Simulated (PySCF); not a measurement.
# LaBr2: other functionals and bases at one geometry

One table from this session's results is given with a row withheld; the runs are named, their logs left out.

Method: several levels, as the steps say, no spin–orbit coupling; program: PySCF 2.14.0.

1 further run of the same task is left out (for a known fault of the program).

## The starting structure

3 atoms, charge 0, spin multiplicity 1.

Bond lengths: La1–Br2 2.878 Å, La1–Br3 2.878 Å. Angles: Br2–La1–Br3 137.1°.

As a file:

```xyz
3
Br2La
La    0.00000    0.00000   -0.53530
Br    2.67871    0.00000    0.51648
Br   -2.67871    0.00000    0.51648
```

Formal oxidation states: La +2. Each metal's 1 4f electrons lie in its core potential, so multiplicities, spins and levels count the valence alone. For divalent La, Ce, Gd or Lu the extra electron is normally 5d or 6s, so this core forces an excited configuration. An earlier session relaxed this geometry at PBE0, La lcecp-0-SVP with ECP47, Br def2-SVP (singlet, point group C2v).

At PBE0 on the finer grid: E = -5173.354885 Eh, frontier levels not given, since the 4f levels lie in the core, Mulliken charge on La1 +0.92 e, largest force component 0.005 eV/Å. 

Levels to run: wB97X; B3LYP; PBE0, TZVP. Hardware: 2 threads of Arm Neoverse V1, shared host.

The first run:

run.py (the lines that set the calculation) reads:

```python
mol = gto.M(atom='''
La     0.00000     0.00000    -0.53530
Br     2.67871     0.00000     0.51648
Br    -2.67871     0.00000     0.51648''',
    basis={'La': 'lcecp-0-SVP', 'Br': 'def2-SVP'},
    ecp={'La': 'lcecp-0-SVP'},
    charge=0, spin=0)
mf = dft.RKS(mol, xc='WB97X')
mf.grids.atom_grid = (75, 302)  # f atoms: unpruned, at least (60, 302)
mf = mf.density_fit()  # fitting sets: La AutoAux, Br def2-universal-JKFIT
mf.conv_tol = 1e-08; mf.max_cycle = 55
mf.kernel(dm0)  # dm0: the density of the relaxed state
```

Launch:

```console
OMP_NUM_THREADS=2 python run.py
```

Among the steps run: wB97X; B3LYP; PBE0, TZVP.

One table of the session follows, with a row left open; its other results are not shown here.

| level | charge on La1 (e) | dipole (D) | largest force component (eV/Å) |
| --- | --- | --- | --- |
| PBE0 (relaxed here) | 0.92 | 6.04 | 0.00 |
| wB97X | 0.97 | 6.34 | 0.11 |
| B3LYP | ? | ? | ? |
| PBE0, TZVP | 1.22 | 6.13 | 0.03 |

**Question.** Estimate the row for B3LYP.

**Answer.** charge on La1 (e): 0.86; dipole (D): 5.94; largest force component (eV/Å): 0.15. In the column «charge on La1 (e)» it is the lowest.

The largest leftover force, 0.15 eV/Å with B3LYP, stands at a geometry relaxed at another level. With 4f in the core, its levels are missing from HOMO and gap, and its count is fixed, so no charge can pass from the ligands into it. Total energies of different levels can't be compared.
